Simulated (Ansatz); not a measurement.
# CH₈GeO₃Si: a ladder of functionals and wavefunction methods

One table from this session's results is given with a row withheld; the runs are named, their logs left out.

The runs use Ansatz 0.2.0, Gaussian basis; functionals in def2-TZVPP, the program's frozen cores in correlated methods.

The runs, in order: PBE-D4, r2SCAN-D4, PBE0-D4, B3LYP-D4, ωB97X-V, ωB97M-V, B2PLYP; CCSD(T)/def2-TZVPP; MP2/def2-QZVPP; extrapolation to the limit.

## The geometry

All runs share one geometry, relaxed beforehand with PBE0-D4 in a triple-zeta def2 set.

SMILES `C[SiH](O)[O][GeH2][OH]`, 14 atoms, charge 0, spin multiplicity 1.

Atoms are counted from 1 here; the program's logs count them from 0.

Bond lengths: C1–Si2 1.848 Å, C1–H7 1.092 Å, C1–H8 1.093 Å, C1–H9 1.092 Å, Si2–O3 1.663 Å, Si2–O4 1.634 Å, Si2–H10 1.486 Å, O3–H11 0.958 Å, O4–Ge5 1.778 Å, Ge5–O6 1.770 Å, Ge5–H12 1.538 Å, Ge5–H13 1.529 Å, O6–H14 0.965 Å. Angles: Si2–C1–H7 111.1°, Si2–C1–H8 110.0°, Si2–C1–H9 110.7°, H7–C1–H8 108.4°, H7–C1–H9 108.4°, H8–C1–H9 108.2°, C1–Si2–O3 106.4°, C1–Si2–O4 111.7°, C1–Si2–H10 113.0°, O3–Si2–O4 109.5°, O3–Si2–H10 109.0°, O4–Si2–H10 107.1°, Si2–O3–H11 116.7°, Si2–O4–Ge5 126.8°, O4–Ge5–O6 107.8°, O4–Ge5–H12 106.7°, O4–Ge5–H13 109.0°, O6–Ge5–H12 111.7° and more.

The first run:

Contents of in.yaml:

```yaml
crystal:
  periodic: [false, false, false]
  atoms:
    - {symbol: C, position_ang: [1.004391, 0.027471, -1.770343]}
    - {symbol: Si, position_ang: [0.107876, -0.997541, -0.520760]}
    - {symbol: O, position_ang: [1.111181, -1.112462, 0.800885]}
    - {symbol: O, position_ang: [-1.305403, -0.308853, -0.074424]}
    - {symbol: Ge, position_ang: [-1.531609, 0.954148, 1.156455]}
    - {symbol: O, position_ang: [0.053940, 1.658187, 1.508967]}
    - {symbol: H, position_ang: [1.925876, -0.462719, -2.092764]}
    - {symbol: H, position_ang: [1.263507, 0.998481, -1.339797]}
    - {symbol: H, position_ang: [0.379099, 0.200576, -2.649304]}
    - {symbol: H, position_ang: [-0.207136, -2.365674, -1.008531]}
    - {symbol: H, position_ang: [1.021367, -1.897018, 1.343409]}
    - {symbol: H, position_ang: [-2.134891, 0.265440, 2.392396]}
    - {symbol: H, position_ang: [-2.388933, 2.074747, 0.566573]}
    - {symbol: H, position_ang: [0.700736, 0.965218, 1.687249]}
basis:
  gaussian: {orbitals: def2-TZVPP}
hamiltonian: {xc: pbe, dispersion: d4}
output: {forces: true, orbitals: {seedname: orbitals}}
```

Launch:

```sh
> ansatz run in.yaml --threads 2 --pin off --events-out ev --progress --plain --max-ram 31744MiB --backend cuda --devices 0, --max-vram 18GiB
```

Among the steps run: PBE-D4 (GGA); r2SCAN-D4 (meta-GGA); PBE0-D4 (hybrid); B3LYP-D4 (hybrid); ωB97X-V (range-separated); ωB97M-V (range-separated); B2PLYP (double hybrid); CCSD(T) in def2-TZVPP; MP2 in def2-QZVPP.

One table of the session follows, with a row left open; its other results are not shown here.

| method | atomisation energy (kJ/mol) |
| --- | --- |
| PBE-D4 | ? |
| r2SCAN-D4 | 5165.6 |
| PBE0-D4 | 5097.1 |
| B3LYP-D4 | 5128.2 |
| ωB97X-V | 5177.5 |
| ωB97M-V | 5162.4 |
| B2PLYP | 5095.6 |
| HF/def2-TZVPP | 3714.1 |
| MP2/def2-TZVPP | 5147.0 |
| CCSD/def2-TZVPP | 4981.7 |
| CCSD(T)/def2-TZVPP | 5055.4 |
| MP2/CBS | 5281.9 |
| CCSD(T)/CBS | 5190.2 |

Q: Estimate the row for PBE-D4 from the others.

The run gave: atomisation energy (kJ/mol): 5187.4. In the column «atomisation energy (kJ/mol)» it lies between ωB97X-V (5177.5) and CCSD(T)/CBS (5190.2).

Caveats from the session: Free atoms (1 C, 1 Si, 3 O, 1 Ge, 8 H) were run apart at each level; the atomisation energy is their sum less the molecule, without zero-point or spin-orbit terms.
